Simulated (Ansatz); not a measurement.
# RPA@PBE/def2-SVP run of CH6NPSi (SMILES C1NP[SiH2]1)

Aim: the vertical singlet–triplet gap of CH6NPSi at RPA@PBE/def2-SVP, from 2 runs. 

The calculation is run with Ansatz 0.2.0.

102 further runs of the same task are left out: 102 set aside as unsound or not needed. Runs told in other sessions of the task aren't counted.

### Step 1. Starting point

CH6NPSi: 10 atoms, total charge 0, spin state singlet. SMILES: `C1NP[SiH2]1`. The shape is that of a PBE0-D4/def2-TZVP optimisation.

Bond lengths: C1–N2 1.466 Å, N2–P3 1.737 Å, C1–Si4 1.900 Å, P3–Si4 2.263 Å, C1–H5 1.094 Å, C1–H6 1.100 Å, N2–H7 1.012 Å, P3–H8 1.446 Å, Si4–H9 1.486 Å, Si4–H10 1.487 Å. Some angles: C1–N2–P3 108.8°, N2–C1–Si4 91.6°, N2–P3–Si4 73.5°, C1–Si4–P3 77.1°, C1–N2–H7 117.6°, P3–N2–H7 119.0°, N2–C1–H5 113.0°, N2–C1–H6 113.4°, Si4–C1–H5 118.7°, Si4–C1–H6 110.6°.

### Step 2. The energy at RPA@PBE/def2-SVP

The input, in.yaml:

```yaml
crystal:
  periodic: [false, false, false]
  atoms:
    - {symbol: C, position_ang: [-0.518900, 0.753700, -0.280300]}
    - {symbol: "N", position_ang: [0.388700, 0.867200, 0.865200]}
    - {symbol: P, position_ang: [0.973900, -0.716000, 1.275900]}
    - {symbol: Si, position_ang: [0.382300, -0.797300, -0.907400]}
    - {symbol: H, position_ang: [-0.525900, 1.647300, -0.910700]}
    - {symbol: H, position_ang: [-1.554200, 0.512400, 0.003600]}
    - {symbol: H, position_ang: [0.126500, 1.500500, 1.609100]}
    - {symbol: H, position_ang: [-0.253100, -1.393600, 1.631500]}
    - {symbol: H, position_ang: [1.493100, -0.499900, -1.848100]}
    - {symbol: H, position_ang: [-0.429200, -1.925500, -1.435800]}
basis:
  gaussian:
    orbitals: def2-SVP
hamiltonian:
  xc: pbe
correlation:
  method: rpa
  frozen_orbitals: {C: 1, H: 0, "N": 1, P: 5, Si: 5}
accuracy: high
```

Launch:

```bash
$ ansatz run in.yaml --threads 1 --pin off --max-ram 3480MiB --events-out events.jsonl --progress --plain --runs-dir runs
```

What it wrote:

```text
Warning: RAYON_NUM_THREADS=1 ignored (pool sized by the plan → 1); use --threads N
Functional definition: PBE
  name "PBE"
  parameter kappa = 0.804
  parameter beta = 0.06672455060314922
  exchange = pbe_x(kappa = kappa, mu = beta*pi^2/3)
  correlation = pbe_c(beta = beta)
2170 factors; integrals over basis functions are off by at most 3.6e-9 eV
mean field evaluation 1: about -19762.7050 eV, gradient 6.0e1 eV
mean field evaluation 2: about -19762.6927 eV, gradient 6.0e1 eV
mean field evaluation 4: about -19769.5665 eV, gradient 2.4e1 eV
mean field evaluation 8: about -19771.1811 eV, gradient 1.5e-1 eV
mean field evaluation 16: about -19771.1800 eV, gradient 6.2e-5 eV
mean field -19771.17995914 eV, -726.5774621112 hartree, gradient 2.1e-8 eV, S^2 0.000000; 0 other end points of the search recorded, 0 dependent functions left out
12 core orbitals not correlated: weight in the atoms' cores, before any rotation towards them, 1.000 or more for the frozen orbitals, at most 0.000 for the correlated occupied ones
reference -19731.99396950 eV, -725.1374035531 hartree; 12, 12 occupied and 70, 70 virtual orbitals, 2170 factors
Total energy: -19756.33409947 eV, -726.0318868313 hartree
```

Wall time 14 s (1 thread of Arm Neoverse V2, shared host); peak memory 0.37 GiB.

### Step 3. The triplet

The input, input.yaml:

```yaml
crystal:
  periodic: [false, false, false]
  atoms:
    - {symbol: C, position_ang: [-0.518900, 0.753700, -0.280300]}
    - {symbol: N, position_ang: [0.388700, 0.867200, 0.865200]}
    - {symbol: P, position_ang: [0.973900, -0.716000, 1.275900]}
    - {symbol: Si, position_ang: [0.382300, -0.797300, -0.907400]}
    - {symbol: H, position_ang: [-0.525900, 1.647300, -0.910700]}
    - {symbol: H, position_ang: [-1.554200, 0.512400, 0.003600]}
    - {symbol: H, position_ang: [0.126500, 1.500500, 1.609100]}
    - {symbol: H, position_ang: [-0.253100, -1.393600, 1.631500]}
    - {symbol: H, position_ang: [1.493100, -0.499900, -1.848100]}
    - {symbol: H, position_ang: [-0.429200, -1.925500, -1.435800]}
basis:
  gaussian:
    orbitals: def2-SVP
magnetization:
  spin_polarized: true
  initial_magnetization: 2
hamiltonian:
  xc: {name: PBE}
correlation:
  method: rpa
  frozen_orbitals: {C: 1, H: 0, "N": 1, P: 5, Si: 5}
accuracy: high
```

Launch:

```bash
$ ansatz run input.yaml --threads 1 --pin off --max-ram 3480MiB --events-out events.jsonl --progress --plain --runs-dir runs
```

What it wrote, cut to the lines that bear on the results:

```text
Warning: RAYON_NUM_THREADS=1 ignored (pool sized by the plan → 1); use --threads N
[... 2 set-up lines as earlier in the session ...]
[...]
2170 factors; integrals over basis functions are off by at most 3.6e-9 eV
[...]
mean field -19766.96380511 eV, -726.4225213084 hartree, gradient 6.9e-8 eV, S^2 2.004460; 6 other end points of the search recorded, 0 dependent functions left out
12 core orbitals not correlated: weight in the atoms' cores, before any rotation towards them, 1.000 or more for the frozen orbitals, at most 0.000 for the correlated occupied ones
reference -19726.80555788 eV, -724.9467329429 hartree; 13, 11 occupied and 69, 71 virtual orbitals, 2170 factors
Total energy: -19751.69231098 eV, -725.8613042505 hartree
```

Wall time 32 s (1 thread of Arm Neoverse V2, shared host); peak memory 0.45 GiB.

### Step 4. Summary of results

At RPA@PBE/def2-SVP, 12 core orbitals frozen:

| quantity | value |
| --- | --- |
| singlet: total energy | -726.03189 Eh |
| singlet: RPA correlation energy (valence) | -894.5 mEh |
| triplet: total energy | -725.86130 Eh |
| triplet: RPA correlation energy (valence) | -914.6 mEh |
| triplet: ⟨S²⟩ of the reference determinant | 2.004 |
| vertical energy of the triplet above the singlet | 4.642 eV |

In words: At this shape the triplet lies 4.64 eV (448 kJ/mol) above the singlet.
